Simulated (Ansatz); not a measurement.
# BFH2OS: the cost of one run

Method: RKS PBE-D4/def2-SVP, in Ansatz 0.2.0.

**1. The starting structure**

Bond lengths: F1–B2 1.333 Å, B2–O3 1.317 Å, O3–S4 1.673 Å, B2–H5 1.168 Å, S4–H6 1.346 Å. Angles: F1–B2–O3 121.4°, F1–B2–H5 119.8°, O3–B2–H5 118.7°, B2–O3–S4 129.5°, O3–S4–H6 98.3°.

Coordinates:

```xyz
6

F    -1.2527   -0.0473   -0.7205
B     0.0393    0.2486   -0.8614
O     0.8830    0.1384    0.1439
S     0.6031   -0.3512    1.7194
H     0.4426    0.6137   -1.8952
H    -0.7153   -0.6022    1.6138
```

**2. Relaxing end A**

input.yaml reads:

```yaml
crystal:
  periodic: [false, false, false]
  atoms:
    - { symbol: F, position_ang: [-1.25268, -0.04733, -0.7205] }
    - { symbol: B, position_ang: [0.03933, 0.24859, -0.86137] }
    - { symbol: O, position_ang: [0.88296, 0.13839, 0.14388] }
    - { symbol: S, position_ang: [0.6031, -0.35118, 1.7194] }
    - { symbol: H, position_ang: [0.44259, 0.61368, -1.89519] }
    - { symbol: H, position_ang: [-0.71531, -0.60216, 1.61378] }
basis:
  gaussian: { orbitals: def2-SVP }
hamiltonian:
  xc: pbe
  dispersion: d4
relax:
  f_tol: 0.02
  max_steps: 50
output:
  orbitals: {}
```

Command:

```console
ansatz run input.yaml --threads 1 --pin off --max-ram 2048MiB --backend cpu --events-out ev --progress --plain --runs-dir out
```

Q: Estimate wall time and peak memory on 1 thread of Intel Xeon at 2.50GHz (Skylake/Cascade Lake), shared host.

About 25 s, with a peak of 0.16 GiB.
